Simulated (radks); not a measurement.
**Taking charge from the 4p level of Mo⁺ in fractions**

Aim: follow energy and eigenvalue as charge leaves the 4p level of Mo⁺ bit by bit, and test Janak's theorem, Slater's transition state and the straight-line condition.

Program: radks (a radial shooting solver on a logarithmic mesh, Libxc functionals) version 1. Level of theory: scalar-relativistic Kohn-Sham, PBEsol, spin-polarised, spherical densities, finite nucleus; open shells are filled with parallel spins first. These are calculated values, not measurements, unless marked.

## (1) The atom as given

```
element            : molybdenum (Z = 42)
charge             : +1
electrons          : 41
configuration      : [Ar] 3d10 4s2 4p(up 3, down 3) 4d5
nuclear rms radius : 4.4091 fm
```

In the logs a row gives level, spin channel, occupation and eigenvalue; Etot, Ekin, Encl (electron-nucleus), Eh (Hartree) and Exc are energies, all in hartree; err is the last residual, it the number of iterations.

A shell typed twice in an input gives spin up, then spin down.

## (2) Start: [Ar] 3d10 4s2 4p(up 3, down 3) 4d5

The run's settings:

```text
Z 42
configuration [Ar] 3d10 4s2 4p3 4p3 4d5
relativity scalar-relativistic
functional pbe_sol,pbe_sol
spin polarised
nucleus finite rms 4.4091 fm
c 137.035999084
```

Standard output:

```text
1s      1   1.0000        -728.21505596
2s      1   1.0000        -103.05512957
2p      1   3.0000         -92.17300095
3s      1   1.0000         -17.72092553
3p      1   3.0000         -14.15641968
3d      1   5.0000          -8.35310311
4s      1   1.0000          -2.63763973
4p      1   3.0000          -1.69433303
4d      1   5.0000          -0.41976738
1s      2   1.0000        -728.21558722
2s      2   1.0000        -103.03713111
2p      2   3.0000         -92.15952612
3s      2   1.0000         -17.71056922
3p      2   3.0000         -14.14483993
3d      2   5.0000          -8.33574383
4s      2   1.0000          -2.53916584
4p      2   3.0000          -1.58443086
4d      2   0.0000          -0.29717163
Etot -4046.275518908061
Ekin 4171.6028885595015
Encl -9744.489206095066
Eh 1647.9061715276775
Exc -121.29537290017397
err 3.5223306887503404e-09
it 14
```

The top filled level is 4d up, -11.422 eV.

Radial moments (bohr):

```
  level  occupation  energy (eV)     <r>  outermost maximum (interpolated)  90 % within  nodes
  3d up           5      -227.30  0.4155                             0.322        0.665      0
3d down           5      -226.83  0.4153                             0.323        0.664      0
  4s up           1      -71.774   1.112                             0.991         1.62      3
4s down           1      -69.094   1.104                             0.986         1.61      3
  4p up           3      -46.105   1.244                              1.08         1.85      2
4p down           3      -43.115   1.233                              1.07         1.83      2
  4d up           5      -11.422   1.865                              1.39         3.00      1
4d down           0       -8.086   1.917                              1.37         3.14      1
```

The radial density on a logarithmic grid:

```
r (bohr)  4πr²ρ (e/bohr)
 0.00137           1.468
 0.00208           3.054
 0.00313           6.081
 0.00474           11.72
 0.00713           20.86
  0.0108           33.86
  0.0164           47.16
  0.0246           53.11
  0.0373           48.18
  0.0562           45.81
  0.0851           59.98
   0.128           62.88
   0.194           42.80
   0.294           47.65
   0.442           40.80
   0.671           14.43
    1.01           11.63
    1.53           7.278
    2.30           2.115
    3.49          0.3733
    5.28         0.02697
```

## (3) 0.25 electron removed from 4p

The run's settings:

```text
Z 42
configuration [Ar] 3d10 4s2 4p3 4p2.75 4d5
relativity scalar-relativistic
functional pbe_sol,pbe_sol
spin polarised
nucleus finite rms 4.4091 fm
c 137.035999084
```

Standard output:

```text
1s      1   1.0000        -728.35122480
2s      1   1.0000        -103.18445953
2p      1   3.0000         -92.30318673
3s      1   1.0000         -17.84911311
3p      1   3.0000         -14.28474420
3d      1   5.0000          -8.48131339
4s      1   1.0000          -2.75973840
4p      1   3.0000          -1.81291217
4d      1   5.0000          -0.52168870
1s      2   1.0000        -728.35015803
2s      2   1.0000        -103.16430410
2p      2   3.0000         -92.28730563
3s      2   1.0000         -17.83627932
3p      2   3.0000         -14.27037710
3d      2   5.0000          -8.46066732
4s      2   1.0000          -2.64570904
4p      2   2.7500          -1.68809969
4d      2   0.0000          -0.38853221
Etot -4045.866750129637
Ekin 4171.194895193856
Encl -9738.762380787277
Eh 1642.9025577912903
Exc -121.201822327506
err 5.325540066728189e-09
it 14
```

E − E(step 2, start: [Ar] 3d10 4s2 4p(up 3, down 3) 4d5) = +11.123 eV. 4d up is the highest filled level (-14.196 eV).

## (4) 0.5 electron removed from 4p

The run's settings:

```text
Z 42
configuration [Ar] 3d10 4s2 4p3 4p2.5 4d5
relativity scalar-relativistic
functional pbe_sol,pbe_sol
spin polarised
nucleus finite rms 4.4091 fm
c 137.035999084
```

Standard output:

```text
1s      1   1.0000        -728.49388507
2s      1   1.0000        -103.32025933
2p      1   3.0000         -92.43985441
3s      1   1.0000         -17.98365066
3p      1   3.0000         -14.41941869
3d      1   5.0000          -8.61587873
4s      1   1.0000          -2.88747411
4p      1   3.0000          -1.93692352
4d      1   5.0000          -0.62914749
1s      2   1.0000        -728.49119438
2s      2   1.0000        -103.29795569
2p      2   3.0000         -92.42156121
3s      2   1.0000         -17.96831810
3p      2   3.0000         -14.40223851
3d      2   5.0000          -8.59192363
4s      2   1.0000          -2.75767022
4p      2   2.5000          -1.79699443
4d      2   0.0000          -0.48487281
Etot -4045.431395998862
Ekin 4170.761119600566
Encl -9732.764858266906
Eh 1637.675675790437
Exc -121.10333312295899
err 4.419355466465526e-09
it 14
```

Energy against step 2 (start: [Ar] 3d10 4s2 4p(up 3, down 3) 4d5): +22.970 eV. 4d up is the highest filled level (-17.120 eV).

## (5) 0.75 electron removed from 4p

The run's settings:

```text
Z 42
configuration [Ar] 3d10 4s2 4p3 4p2.25 4d5
relativity scalar-relativistic
functional pbe_sol,pbe_sol
spin polarised
nucleus finite rms 4.4091 fm
c 137.035999084
```

Standard output:

```text
1s      1   1.0000        -728.64238350
2s      1   1.0000        -103.46185125
2p      1   3.0000         -92.58232931
3s      1   1.0000         -18.12384386
3p      1   3.0000         -14.55974880
3d      1   5.0000          -8.75610478
4s      1   1.0000          -3.02013089
4p      1   3.0000          -2.06567648
4d      1   5.0000          -0.74152967
1s      2   1.0000        -728.63804147
2s      2   1.0000        -103.43740559
2p      2   3.0000         -92.56161541
3s      2   1.0000         -18.10598735
3p      2   3.0000         -14.53972536
3d      2   5.0000          -8.72881299
4s      2   1.0000          -2.87425600
4p      2   2.2500          -1.91033302
4d      2   0.0000          -0.58552969
Etot -4044.968251921381
Ekin 4170.300265834968
Encl -9726.523924564892
Eh 1632.2561875946778
Exc -121.00078078613491
err 3.1514727571075504e-09
it 14
```

Energy against step 2 (start: [Ar] 3d10 4s2 4p(up 3, down 3) 4d5): +35.573 eV. 4d up is the highest filled level (-20.178 eV).

## (6) 1 electron removed from 4p

The run's settings:

```text
Z 42
configuration [Ar] 3d10 4s2 4p3 4p2 4d5
relativity scalar-relativistic
functional pbe_sol,pbe_sol
spin polarised
nucleus finite rms 4.4091 fm
c 137.035999084
```

Standard output:

```text
1s      1   1.0000        -728.79620251
2s      1   1.0000        -103.60869538
2p      1   3.0000         -92.73007422
3s      1   1.0000         -18.26913969
3p      1   3.0000         -14.70518156
3d      1   5.0000          -8.90143841
4s      1   1.0000          -3.15714327
4p      1   3.0000          -2.19862834
4d      1   5.0000          -0.85833901
1s      2   1.0000        -728.79018018
2s      2   1.0000        -103.58211122
2p      2   3.0000         -92.70692821
3s      2   1.0000         -18.24872980
3p      2   3.0000         -14.68227977
3d      2   5.0000          -8.87077639
4s      2   1.0000          -2.99481868
4p      2   2.0000          -2.02747892
4d      2   0.0000          -0.68995060
Etot -4044.476289614484
Ekin 4169.811233355347
Encl -9720.061173456126
Eh 1626.6685856575928
Exc -120.89493517129769
err 2.4507797921919387e-09
it 14
```

Energy against step 2 (start: [Ar] 3d10 4s2 4p(up 3, down 3) 4d5): +48.960 eV. The top filled level is 4d up, -23.357 eV.

## (7) Summary of results

```
removed (e)  E − E(0) (eV)  eigenvalue (eV)  E minus straight line (eV)
          0          0.000          -43.115                       0.000
       0.25         11.123          -45.936                      -1.117
        0.5         22.970          -48.899                      -1.510
       0.75         35.573          -51.983                      -1.147
          1         48.960          -55.171                       0.000
```

**Reading.** Removing the whole electron costs 48.960 eV, against 43.115 eV from minus the starting eigenvalue. Slater's transition state, half an electron removed, gives 48.899 eV. The trapezoid integral of minus the eigenvalue gives 48.990 eV over the range, against 48.960 eV from the energies (Janak's theorem; approximate here, since the scalar-relativistic density holds large components alone). The eigenvalue moves by 12.1 eV per electron. E bends below the straight line by 1.51 eV at 0.5 electron removed.
